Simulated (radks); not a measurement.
**The first electron to leave Rh⁹⁺**

Rh⁹⁺ stands in [Kr]. From which sub-shell is an electron easiest to take? Each removal is a run of its own. The parent's configuration is the lowest that an earlier search found at this level.

Method: scalar-relativistic Kohn-Sham, LDA (Slater exchange, Perdew-Wang correlation), spin-polarised, spherical densities, finite nucleus; open shells are filled with parallel spins first. Code: radks (a radial shooting solver on a logarithmic mesh, Libxc functionals) version 1.

4 further runs of the same task are left out: 4 set aside as unsound or not needed.

## 1. Starting point

| Quantity | Value |
| --- | --- |
| element | rhodium (Z = 45) |
| charge | +9 |
| electrons | 36 |
| configuration | [Kr] |
| nuclear rms radius | 4.4945 fm |

Outer shells as boxes (Hund's rule):

Rh⁹⁺
```
[Ar] core
3d [↑↓][↑↓][↑↓][↑↓][↑↓]
4s [↑↓]
4p [↑↓][↑↓][↑↓]
```

## 2. The parent, Rh⁹⁺

The parent was computed earlier with the same settings: E = -4757.453617 hartree. Its outer levels (eV):

| level | occupation | energy (eV) |
| --- | --- | --- |
| 1s | 2 | -23174 |
| 2s | 2 | -3504.6 |
| 2p | 6 | -3160.4 |
| 3s | 2 | -759.41 |
| 3p | 6 | -646.25 |
| 3d | 10 | -465.26 |
| 4s | 2 | -233.08 |
| 4p | 6 | -198.18 |

## 3. Remove 4p: [Ar] 3d10 4s2 4p5

Settings of this run:

```text
Z 45
configuration [Ar] 3d10 4s2 4p5
relativity scalar-relativistic
functional lda,pw
spin polarised
nucleus finite rms 4.4945 fm
c 137.035999084
```

## 4. Remove 4s: [Ar] 3d10 4s1 4p6

Settings of this run:

```text
Z 45
configuration [Ar] 3d10 4s1 4p6
relativity scalar-relativistic
functional lda,pw
spin polarised
nucleus finite rms 4.4945 fm
c 137.035999084
```

## 5. Remove 3d: [Ar] 3d9 4s2 4p6

Settings of this run:

```text
Z 45
configuration [Ar] 3d9 4s2 4p6
relativity scalar-relativistic
functional lda,pw
spin polarised
nucleus finite rms 4.4945 fm
c 137.035999084
```

## 6. Remove 3p: [Ne] 3s2 3p5 3d10 4s2 4p6

Settings of this run:

```text
Z 45
configuration [Ne] 3s2 3p5 3d10 4s2 4p6
relativity scalar-relativistic
functional lda,pw
spin polarised
nucleus finite rms 4.4945 fm
c 137.035999084
```

Q: Predict the outcome of this session. Wanted: for each run, case; final configuration; Δ-SCF; −ε of the level emptied.

**Answer**, as computed:

| case | final configuration | Δ-SCF (eV) | −ε of the level emptied (eV) |
| --- | --- | --- | --- |
| remove 4p | [Ar] 3d10 4s2 4p5 | 209.06 | 198.18 |
| remove 4s | [Ar] 3d10 4s1 4p6 | 244.55 | 233.08 |
| remove 3d | [Ar] 3d9 4s2 4p6 | 489.83 | 465.26 |
| remove 3p | [Ne] 3s2 3p5 3d10 4s2 4p6 | 669.40 | 646.25 |

The 4p electron leaves first, at 209.06 eV; the next cheapest, 4s, costs 244.55 eV. 4p is also the highest occupied level of the parent. NIST lists 207.51 eV (semi-empirical), between the same two configurations. Open shells are spherical and high-spin; term and fine-structure splittings are not resolved.
